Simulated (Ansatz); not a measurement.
# CH₇NSiTe: one species, many methods

An exercise on one series of results from a longer session: the logs are not shown, and one member is left open.

The runs use Ansatz 0.2.0, Gaussian basis; functionals in def2-TZVPP, the program's frozen cores in correlated methods.

Levels to be run: PBE-D4, r2SCAN-D4, PBE0-D4, B3LYP-D4, ωB97X-V, ωB97M-V, B2PLYP; CCSD(T)/def2-TZVPP; MP2/def2-QZVPP; extrapolation to the limit.

## The relaxed structure

An earlier PBE0-D4 in a triple-zeta def2 set relaxation fixed the geometry. Te takes the def2 core potential; no spin-orbit term is included.

SMILES `C[SiH](N)[TeH]`, 11 atoms, charge 0, spin multiplicity 1.

Atoms are counted from 1 here; the program's logs count them from 0.

Bond lengths: C1–Si2 1.862 Å, C1–H5 1.092 Å, C1–H6 1.095 Å, C1–H7 1.092 Å, Si2–N3 1.714 Å, Si2–Te4 2.507 Å, Si2–H8 1.492 Å, N3–H9 1.006 Å, N3–H10 1.007 Å, Te4–H11 1.657 Å. Angles: Si2–C1–H5 110.9°, Si2–C1–H6 110.7°, Si2–C1–H7 110.2°, H5–C1–H6 108.7°, H5–C1–H7 108.3°, H6–C1–H7 108.0°, C1–Si2–N3 107.8°, C1–Si2–Te4 113.7°, C1–Si2–H8 109.2°, N3–Si2–Te4 105.1°, N3–Si2–H8 116.2°, Te4–Si2–H8 105.0°, Si2–N3–H9 121.2°, Si2–N3–H10 120.6°, H9–N3–H10 112.0°, Si2–Te4–H11 91.7°.

Set-up of the first run:

The input, in.yaml:

```yaml
crystal:
  periodic: [false, false, false]
  atoms:
    - {symbol: C, position_ang: [-0.904588, 1.220625, -0.074834]}
    - {symbol: Si, position_ang: [0.023196, -0.373984, 0.175656]}
    - {symbol: N, position_ang: [1.633720, 0.018842, 0.610758]}
    - {symbol: Te, position_ang: [0.228738, -1.758578, -1.903638]}
    - {symbol: H, position_ang: [-0.431464, 1.828774, -0.848413]}
    - {symbol: H, position_ang: [-0.937734, 1.799026, 0.853878]}
    - {symbol: H, position_ang: [-1.932318, 1.015360, -0.381089]}
    - {symbol: H, position_ang: [-0.727910, -1.232251, 1.137594]}
    - {symbol: H, position_ang: [2.327815, -0.698101, 0.741652]}
    - {symbol: H, position_ang: [1.830577, 0.840173, 1.159401]}
    - {symbol: H, position_ang: [-1.044730, -2.716988, -1.450266]}
basis:
  gaussian: {orbitals: def2-TZVPP}
hamiltonian: {xc: pbe, dispersion: d4}
output: {forces: true, orbitals: {seedname: orbitals}}
```

The run is started by

```
> ansatz run in.yaml --threads 4 --pin off --events-out ev --progress --plain --max-ram 10444MiB
```

Steps of the session up to this table: PBE-D4 (GGA); r2SCAN-D4 (meta-GGA); PBE0-D4 (hybrid); B3LYP-D4 (hybrid); ωB97X-V (range-separated); ωB97M-V (range-separated); B2PLYP (double hybrid); CCSD(T) in def2-TZVPP; MP2 in def2-QZVPP.

One table of the session follows, with a row left open; its other results are not shown here.

| method | atomisation energy (kJ/mol) |
| --- | --- |
| PBE-D4 | 3672.7 |
| r2SCAN-D4 | 3627.0 |
| PBE0-D4 | 3626.5 |
| B3LYP-D4 | ? |
| ωB97X-V | 3655.7 |
| ωB97M-V | 3640.5 |
| B2PLYP | 3589.5 |
| HF/def2-TZVPP | 2606.5 |
| MP2/def2-TZVPP | 3553.3 |
| CCSD/def2-TZVPP | 3488.7 |
| CCSD(T)/def2-TZVPP | 3538.2 |
| MP2/CBS | 3670.6 |
| CCSD(T)/CBS | 3655.4 |

**Question.** Estimate the row for B3LYP-D4.

The run gave: atomisation energy (kJ/mol): 3644.2. In the column «atomisation energy (kJ/mol)» it lies between ωB97M-V (3640.5) and CCSD(T)/CBS (3655.4).

Caveats from the session: Free atoms (1 C, 1 Si, 1 N, 1 Te, 7 H) were run apart at each level; the atomisation energy is their sum less the molecule, without zero-point or spin-orbit terms.
